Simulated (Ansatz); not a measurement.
# One shape, several levels: singlet InSiH3ClO+

Aim: a comparison of 4 runs (HF/def2-SVP, PBE0/def2-SVP, SVWN5/def2-SVP, r2SCAN0/def2-SVP) of singlet InSiH3ClO+. 

The calculation is run with Ansatz 0.2.0.

113 further runs of the same task are left out: 113 set aside as unsound or not needed.

### 1 The structure to begin with

InSiH3ClO+: 7 atoms, total charge +1, spin state singlet. SMILES of the parent species: `[SiH3][O][In][Cl]`. The coordinates come from a PBE0-D4/def2-TZVP relaxation. This is one conformer, not always the lowest. That shape belongs to the parent species and isn't relaxed for this state.

Bond lengths: Si1–O2 1.634 Å, O2–In3 1.993 Å, In3–Cl4 2.351 Å, Si1–H5 1.491 Å, Si1–H6 1.486 Å, Si1–H7 1.491 Å. Angles: Si1–O2–In3 137.3°, O2–In3–Cl4 115.6°, O2–Si1–H5 111.6°, O2–Si1–H6 108.5°, O2–Si1–H7 111.6°, H5–Si1–H6 108.8°, H5–Si1–H7 107.5°, H6–Si1–H7 108.8°.

### 2 The energy at HF/def2-SVP (core potential) (run 1)

File run.yaml:

```yaml
crystal:
  periodic: [false, false, false]
  atoms:
    - {symbol: Si, position_ang: [0.016600, 1.144600, 0.460800]}
    - {symbol: O, position_ang: [0.203700, -0.441600, 0.114500]}
    - {symbol: In, position_ang: [-0.437600, -1.723300, -1.270600]}
    - {symbol: Cl, position_ang: [0.330700, -3.933200, -1.041200]}
    - {symbol: H, position_ang: [0.496200, 2.009500, -0.655300]}
    - {symbol: H, position_ang: [0.803700, 1.457800, 1.681900]}
    - {symbol: H, position_ang: [-1.413400, 1.486100, 0.709900]}
basis:
  gaussian: {orbitals: def2-SVP}
output: {orbitals: {seedname: orbitals}}
accuracy: high
total_charge: 1
hamiltonian: {xc: hf}
```

Started as:

```sh
$ ansatz run run.yaml --threads 1 --pin off --max-ram 3480MiB --events-out events.jsonl --progress --plain --runs-dir runs
```

Standard output:

```text
Warning: RAYON_NUM_THREADS=1 ignored (pool sized by the plan → 1); use --threads N
Functional definition: HF
  name "HF"
  exchange = exact_x
  correlation = 0
2005 factors; integrals over basis functions are off by at most 8.1e-9 eV
mean field evaluation 1: about -27577.2561 eV, gradient 5.8e1 eV
mean field evaluation 2: about -27577.3464 eV, gradient 5.8e1 eV
mean field evaluation 4: about -27584.6832 eV, gradient 5.8e0 eV
mean field evaluation 8: about -27584.8176 eV, gradient 5.3e-1 eV
mean field evaluation 16: about -27584.8204 eV, gradient 4.0e-7 eV
mean field -27584.82042670 eV, -1013.7234530183 hartree, gradient 1.5e-8 eV, S^2 0.000000; 0 other end points of the search recorded, 0 dependent functions left out
reference -27584.82042670 eV, -1013.7234530183 hartree; 31, 31 occupied and 60, 60 virtual orbitals, 2005 factors
Total energy: -27584.82042670 eV, -1013.7234530183 hartree
```

It took 3.3 s on 1 thread of Arm Neoverse V2, shared host; peak memory 0.28 GiB.

### 3 The energy at PBE0/def2-SVP (core potential) (run 2)

File job.yaml:

```yaml
crystal:
  periodic: [false, false, false]
  atoms:
    - {symbol: Si, position_ang: [0.016600, 1.144600, 0.460800]}
    - {symbol: O, position_ang: [0.203700, -0.441600, 0.114500]}
    - {symbol: In, position_ang: [-0.437600, -1.723300, -1.270600]}
    - {symbol: Cl, position_ang: [0.330700, -3.933200, -1.041200]}
    - {symbol: H, position_ang: [0.496200, 2.009500, -0.655300]}
    - {symbol: H, position_ang: [0.803700, 1.457800, 1.681900]}
    - {symbol: H, position_ang: [-1.413400, 1.486100, 0.709900]}
basis:
  gaussian:
    orbitals: def2-SVP
total_charge: 1
hamiltonian:
  xc: {name: PBE0}
accuracy: high
output: {orbitals: {seedname: orbitals}}
```

Started as:

```sh
$ ansatz run job.yaml --threads 1 --pin off --max-ram 3480MiB --events-out events.jsonl --progress --plain --runs-dir runs
```

Standard output:

```text
Warning: RAYON_NUM_THREADS=1 ignored (pool sized by the plan → 1); use --threads N
Functional definition: PBE0
  name "PBE0"
  parameter a = 0.25
  parameter kappa = 0.804
  parameter beta = 0.06672455060314922
  exchange = (1 - a)*pbe_x(kappa = kappa, mu = beta*pi^2/3) + a*exact_x
  correlation = pbe_c(beta = beta)
2005 factors; integrals over basis functions are off by at most 8.1e-9 eV
mean field evaluation 1: about -27630.4078 eV, gradient 8.2e1 eV
mean field evaluation 2: about -27477.0191 eV, gradient 2.0e2 eV
mean field evaluation 4: about -27642.4754 eV, gradient 2.9e1 eV
mean field evaluation 8: about -27645.1037 eV, gradient 5.7e-1 eV
mean field evaluation 16: about -27645.2166 eV, gradient 1.8e-4 eV
mean field -27645.21656222 eV, -1015.9429700608 hartree, gradient 5.1e-8 eV, S^2 0.000000; 0 other end points of the search recorded, 0 dependent functions left out
reference -27645.21656539 eV, -1015.9429701772 hartree; 31, 31 occupied and 60, 60 virtual orbitals, 2005 factors
Total energy: -27645.21656539 eV, -1015.9429701772 hartree
```

It took 10 s on 1 thread of Arm Neoverse V2, shared host; peak memory 0.34 GiB.

### 4 The energy at SVWN5/def2-SVP (core potential) (run 3)

File input.yaml:

```yaml
crystal:
  periodic: [false, false, false]
  atoms:
    - {symbol: Si, position_ang: [0.016600, 1.144600, 0.460800]}
    - {symbol: O, position_ang: [0.203700, -0.441600, 0.114500]}
    - {symbol: In, position_ang: [-0.437600, -1.723300, -1.270600]}
    - {symbol: Cl, position_ang: [0.330700, -3.933200, -1.041200]}
    - {symbol: H, position_ang: [0.496200, 2.009500, -0.655300]}
    - {symbol: H, position_ang: [0.803700, 1.457800, 1.681900]}
    - {symbol: H, position_ang: [-1.413400, 1.486100, 0.709900]}
basis:
  gaussian:
    orbitals: def2-SVP
total_charge: 1
hamiltonian:
  xc: {name: SVWN5}
accuracy: high
output: {orbitals: {seedname: orbitals}}
```

Started as:

```sh
$ ansatz run input.yaml --threads 1 --pin off --max-ram 3480MiB --events-out events.jsonl --progress --plain --runs-dir runs
```

Standard output:

```text
Warning: RAYON_NUM_THREADS=1 ignored (pool sized by the plan → 1); use --threads N
Functional definition: SVWN5
  name "SVWN5"
  exchange = slater_x
  correlation = vwn5_c
2005 factors; integrals over basis functions are off by at most 8.1e-9 eV
mean field evaluation 1: about -27539.5558 eV, gradient 9.4e1 eV
mean field evaluation 2: about -27334.7150 eV, gradient 2.1e2 eV
mean field evaluation 4: about -27552.0198 eV, gradient 4.5e1 eV
mean field evaluation 8: about -27559.4261 eV, gradient 2.7e0 eV
mean field evaluation 16: about -27559.4686 eV, gradient 3.5e-3 eV
mean field evaluation 32: about -27551.8095 eV, gradient 1.3e1 eV
mean field -27559.46863544 eV, -1012.7917918736 hartree, gradient 3.0e-8 eV, S^2 0.000000; 2 other end points of the search recorded, 0 dependent functions left out
reference -27559.46863951 eV, -1012.7917920233 hartree; 31, 31 occupied and 60, 60 virtual orbitals, 2005 factors
Total energy: -27559.46863951 eV, -1012.7917920233 hartree
```

It took 5.7 s on 1 thread of Arm Neoverse V2, shared host; peak memory 0.23 GiB.

### 5 The energy at r2SCAN0/def2-SVP (core potential) (run 4)

Changes to run.yaml since step 2:

```diff
@@ -1 +1,3 @@
+basis:
+  gaussian: {orbitals: def2-SVP}
 crystal:
@@ -10,7 +12,5 @@
     - {symbol: H, position_ang: [-1.413400, 1.486100, 0.709900]}
-basis:
-  gaussian: {orbitals: def2-SVP}
 output: {orbitals: {seedname: orbitals}}
+total_charge: 1
+hamiltonian: {xc: {name: r2SCAN0}}
 accuracy: high
-total_charge: 1
-hamiltonian: {xc: hf}
```

Started as:

```sh
$ ansatz run run.yaml --threads 1 --pin off --max-ram 3480MiB --events-out events.jsonl --progress --plain --runs-dir runs
```

Standard output:

```text
Warning: RAYON_NUM_THREADS=1 ignored (pool sized by the plan → 1); use --threads N
Functional definition: r2SCAN0
  name "r2SCAN0"
[... 1 set-up line as earlier in the session ...]
  parameter k0 = 0.174
  parameter k1 = 0.065
  parameter a1 = 4.9479
  exchange = (1 - a)*r2scan_x(k0 = k0, k1 = k1, a1 = a1) + a*exact_x
  correlation = r2scan_c
2005 factors; integrals over basis functions are off by at most 8.1e-9 eV
mean field evaluation 1: about -27639.1565 eV, gradient 7.8e1 eV
mean field evaluation 2: about -27499.4874 eV, gradient 1.9e2 eV
mean field evaluation 4: about -27650.6474 eV, gradient 2.5e1 eV
mean field evaluation 8: about -27652.6386 eV, gradient 5.0e-1 eV
mean field evaluation 16: about -27652.7535 eV, gradient 1.2e-4 eV
mean field -27652.75352860 eV, -1016.2199484664 hartree, gradient 1.6e-8 eV, S^2 0.000000; 0 other end points of the search recorded, 0 dependent functions left out
reference -27652.75352941 eV, -1016.2199484962 hartree; 31, 31 occupied and 60, 60 virtual orbitals, 2005 factors
Total energy: -27652.75352941 eV, -1016.2199484962 hartree
```

Wall time 19 s (1 thread of Arm Neoverse V2, shared host); peak memory 0.41 GiB.

### 6 All runs side by side

| run | level | energy (Eh) | HOMO energy (eV) | LUMO energy (eV) | HOMO–LUMO gap (eV) | wall time |
| --- | --- | --- | --- | --- | --- | --- |
| 1 | HF/def2-SVP (core potential) | -1013.723453 | -16.14 | -8.16 | 7.98 | 3.3 s |
| 2 | PBE0/def2-SVP (core potential) | -1015.942970 | -13.19 | -10.92 | 2.27 | 10 s |
| 3 | SVWN5/def2-SVP (core potential) | -1012.791792 | -12.07 | -11.60 | 0.47 | 5.7 s |
| 4 | r2SCAN0/def2-SVP (core potential) | -1016.219948 | -13.40 | -10.97 | 2.43 | 19 s |

### 7 What came out

| quantity | value |
| --- | --- |
| run 4: total energy | -1016.21995 Eh |
| run 4: HOMO energy | -13.40 eV |
| run 4: LUMO energy | -10.97 eV |
| run 4: HOMO–LUMO gap | 2.43 eV |

**Reading.** The HOMO–LUMO gap runs from 0.47 eV (SVWN5/def2-SVP) to 7.98 eV (HF/def2-SVP). Exact exchange widens orbital gaps. Totals of different functionals can't be ranked against each other. All runs together took 38 s, the longest 19 s.
